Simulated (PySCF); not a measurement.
# C7H4ClFO (2-fluorobenzoyl chloride): the cost of one run

Programs: PySCF 2.14.0, with density-fitted response routines of our own. Each step states its level of theory. These are calculated values for one molecule in the gas phase, unless marked as measured. Atoms count from 0, in the outputs and in this text.

### 1 The molecule as given

14 atoms, charge 0, multiplicity 1; geometry from: GFN2-xTB.

Bonds of the start (Å): O0–C1 1.19, C1–Cl2 1.76, C1–C3 1.47, C3–C4 1.40, C4–C5 1.38, C5–C6 1.39, C6–C7 1.38, C7–C8 1.39, C8–F9 1.34, C8–C3 1.40, C4–H10 1.08, C5–H11 1.08, C6–H12 1.08, C7–H13 1.08.

### 2 Excited states and response: B3LYP/def2-SVPD

Job settings and geometry (Å):

```
{"job": {"kind": "uv", "xc": "B3LYP", "basis": "def2-SVPD", "nstates": 8, "ntriplets": 3}, "charge": 0, "multiplicity": 1}
O      2.973032    -1.010660     0.110284
C      2.299615    -0.139884    -0.348498
Cl     3.063809     1.101010    -1.332490
C      0.845845    -0.013993    -0.154972
C      0.254263    -1.011538     0.633377
C     -1.098345    -1.017425     0.898081
C     -1.907701    -0.017670     0.377474
C     -1.354172     0.978807    -0.403976
C      0.006484     0.979261    -0.666073
F      0.468579     1.975630    -1.429876
H      0.898686    -1.781167     1.030177
H     -1.524424    -1.798253     1.508470
H     -2.967954    -0.013275     0.578214
H     -1.958395     1.768684    -0.822358
```

Level: TDDFT B3LYP/def2-SVPD, vertical, gas phase, core orbitals frozen in the response.

The run is started by

```bash
$ OMP_NUM_THREADS=1 python probes_run.py task.json out
```

This one command runs all jobs of the session in turn.

**Question.** How long does this job take on 1 thread of Arm Neoverse V1, shared host, and how much memory does it need?

About 78 s, with a peak of 1.1 GiB.
